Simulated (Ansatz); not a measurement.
**AlGaHO (quartet): the correlation ladder at a displaced geometry (v1), cc-pVDZ**

The task here is to estimate one member of a computed series from the others.

Program: Ansatz 0.2.0, Gaussian basis. Level of theory: cc-pVDZ, core rule «outside noble gas», up to 20 orbitals frozen. These are calculated values, not measurements.

Plan: UHF; CCSD(T) on ROHF; CCSD(T) on UHF; BCCD(T) on ROHF; CISD; CCSDT(Q) on ROHF; CCSDT(Q) on UHF.

29 further runs of the same task are left out: 15 that didn't finish, 14 set aside as unsound or not needed.

**What is computed**

The geometry is a PBE0/def2-TZVP stationary point (not a proven minimum) with its atoms shifted at random (size 0.040 Å). No spin-orbit coupling is included. The filled d shell of Ga may be among the frozen orbitals whatever the setting's name suggests; the logs give the count.

4 atoms, charge 0, spin multiplicity 4.

Atoms are counted from 1 here; the program's logs count them from 0.

Bond lengths: Al1–Ga2 2.285 Å, Ga2–O3 1.683 Å, O3–H4 0.985 Å. Angles: Al1–Ga2–O3 177.1°, Ga2–O3–H4 170.5°.

The first run:

The input, in.yaml:

```yaml
crystal:
  periodic: [false, false, false]
  atoms:
    - {symbol: Al, position_ang: [0.002337, -0.001845, -2.798679]}
    - {symbol: Ga, position_ang: [0.001504, -0.017987, -0.513532]}
    - {symbol: O, position_ang: [0.049468, 0.041323, 1.167255]}
    - {symbol: H, position_ang: [-0.053309, -0.021491, 2.144957]}
basis:
  gaussian: {orbitals: cc-pVDZ}
magnetization: {spin_polarized: true, initial_magnetization: 3}
hamiltonian: {xc: hf}
output: {orbitals: {seedname: orbitals}}
```

Run with:

```sh
$ ansatz run in.yaml --threads 1 --pin off --events-out ev --progress --plain --max-ram 2393MiB
```

Steps of the session up to this table: UHF; CCSD(T) on ROHF; CCSD(T) on UHF; BCCD(T) on ROHF; CISD; CCSDT(Q) on ROHF; CCSDT(Q) on UHF.

One of the session's tables, all rows but one given; the rest of the session is left out.

| method | from UCCSDT(Q) (kJ/mol) |
| --- | --- |
| ROHF | +775.6 |
| UHF | +772.2 |
| RMP2 | +78.4 |
| UMP2 | +78.8 |
| RCCSD | +27.8 |
| UCCSD | +27.6 |
| RCCSD(T) | +6.1 |
| UCCSD(T) | +5.9 |
| BCCD(T) | +5.8 |
| RCCSDT | +2.8 |
| UCCSDT | ? |
| RCCSDT(Q) | +0.5 |
| UCCSDT(Q) | 0 |

**Question.** Estimate the row for UCCSDT.

**Answer.** from UCCSDT(Q) (kJ/mol): +2.6. In the column «from UCCSDT(Q) (kJ/mol)» it lies between RCCSDT(Q) (+0.5) and RCCSDT (+2.8).

Not comparable, so not listed: CISD (they don't share determinant, frozen orbitals or solution with the rows shown, or repeat one).

Caveats from the session: Restricted and unrestricted rows rest on different reference determinants; where their highest levels disagree by more than a few hundredths of an eV, they describe different states and don't form one ladder.
